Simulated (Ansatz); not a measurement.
# H₄MoN₂O₂: how energies converge with the basis set

The task here is to estimate one member of a computed series from the others.

The runs use Ansatz 0.2.0, Gaussian basis; one geometry, several basis sets.

Plan: PBE0-D4/def2-SVP; ωB97M-V/def2-SVP; PBE0-D4/def2-QZVPP; ωB97M-V/def2-QZVPP; the functionals' def2-TZVPP values are taken from earlier runs.

1 further run of the same task is left out (for a known fault of the program).

## The relaxed structure

An earlier PBE0-D4 in a triple-zeta def2 set relaxation fixed the geometry. Mo takes the def2 core potential; no spin-orbit term is included.

SMILES `[NH]=[Mo](=[NH])([OH])[OH]`, 9 atoms, charge 0, spin multiplicity 1.

Atoms are counted from 1 here; the program's logs count them from 0.

Bond lengths: N1–Mo2 1.725 Å, N1–H6 1.010 Å, Mo2–N3 1.725 Å, Mo2–O4 1.892 Å, Mo2–O5 1.892 Å, N3–H7 1.010 Å, O4–H8 0.960 Å, O5–H9 0.960 Å. Angles: Mo2–N1–H6 154.5°, N1–Mo2–N3 111.3°, N1–Mo2–O4 109.1°, N1–Mo2–O5 107.5°, N3–Mo2–O4 107.5°, N3–Mo2–O5 109.1°, O4–Mo2–O5 112.4°, Mo2–N3–H7 154.4°, Mo2–O4–H8 118.7°, Mo2–O5–H9 118.7°.

The first run:

in.yaml

```yaml
crystal:
  periodic: [false, false, false]
  atoms:
    - {symbol: N, position_ang: [-0.620523, -0.102650, -1.529114]}
    - {symbol: Mo, position_ang: [-0.060788, -0.039638, 0.101252]}
    - {symbol: N, position_ang: [1.561612, 0.540477, 0.185526]}
    - {symbol: O, position_ang: [-0.079932, -1.786085, 0.829621]}
    - {symbol: O, position_ang: [-1.191616, 1.147173, 1.046610]}
    - {symbol: H, position_ang: [-0.533430, 0.016869, -2.528486]}
    - {symbol: H, position_ang: [2.426976, 0.885334, -0.205495]}
    - {symbol: H, position_ang: [-0.615774, -2.457830, 0.401194]}
    - {symbol: H, position_ang: [-0.798224, 1.750149, 1.681893]}
basis:
  gaussian: {orbitals: def2-SVP}
hamiltonian: {xc: pbe0, dispersion: d4}
output: {orbitals: {seedname: orbitals}}
```

On the command line:

```console
> ansatz run in.yaml --threads 4 --pin off --events-out ev --progress --plain --max-ram 10444MiB
```

Steps of the session up to this table: PBE0-D4 in def2-SVP; ωB97M-V in def2-SVP; PBE0-D4 in def2-QZVPP; ωB97M-V in def2-QZVPP.

One table of the session follows, with a row left open; its other results are not shown here.

It belongs to the step «Density functionals: the series». 

| functional | basis | HOMO (eV) |
| --- | --- | --- |
| PBE0-D4 | def2-SVP | -7.63 |
| PBE0-D4 | def2-TZVPP | -7.76 |
| PBE0-D4 | def2-QZVPP | ? |
| ωB97M-V | def2-SVP | -9.88 |
| ωB97M-V | def2-TZVPP | -10.03 |
| ωB97M-V | def2-QZVPP | -10.07 |

Estimate the missing values for PBE0-D4, def2-QZVPP.

**Answer.** HOMO (eV): -7.79. In the column «HOMO (eV)» it lies between ωB97M-V, def2-SVP (-9.88) and PBE0-D4, def2-TZVPP (-7.76).
